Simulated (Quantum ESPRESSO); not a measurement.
## GdO in Quantum ESPRESSO: the effect of strain

GdO:

```
Gd O
1.0
     0.00000    2.59200    2.70000
     2.59200    0.00000    2.70000
     2.59200    2.59200    0.00000
Gd O
1 1
Direct
  0.00000 0.00000 0.00000
  0.75000 0.75000 0.75000
```

Alike in all runs:

| Property | Result |
| --- | --- |
| Program | Quantum ESPRESSO 7.5 |
| Task | relaxation of the atoms |
| Functional | PBEsol |
| Potentials or basis | SSSP 1.3 efficiency PBE |
| Cutoff | 748 eV |
| Density cutoff | 5987 eV |
| k mesh | 6 × 6 × 6 |
| Occupations | fermi-dirac, width 0.05 eV |
| Spin | collinear spin, ferromagnetic start |
| Starting moments | [7.0, 0.0] μB |
| Kind of strain | biaxial_xy |
| Mixing beta | 0.3 |
| Most SCF iterations | 120 |
| SCF threshold | 4e-10 Ry |
| Most ionic steps | 40 |
| Forc conv thr | 0.0004 Ry/bohr |

Each run relaxes the cell or the atoms first.

| strain | pressure (GPa) |
| --- | --- |
| -0.04 | 4.3 |
| -0.02 | -0.3 |
| -0.01 | ? |
| 0 | -4.2 |
| 0.01 | -5.8 |
| 0.02 | -7.3 |
| 0.04 | -9.9 |

Q: What does the run with strain -0.01 give?

A: Pressure -2.4 GPa.

Worked out: A parabola through the other rows of the pressure, of slope -194 GPa per unit of strain there, gives -2.3 GPa, against the run's -2.4.

Caveats: the potentials were made for another functional, which shifts forces and pressure; the relaxation stopped at its first step, so nothing moved; a cell with one magnetic atom can't hold antiferromagnetic order, which such compounds often take.
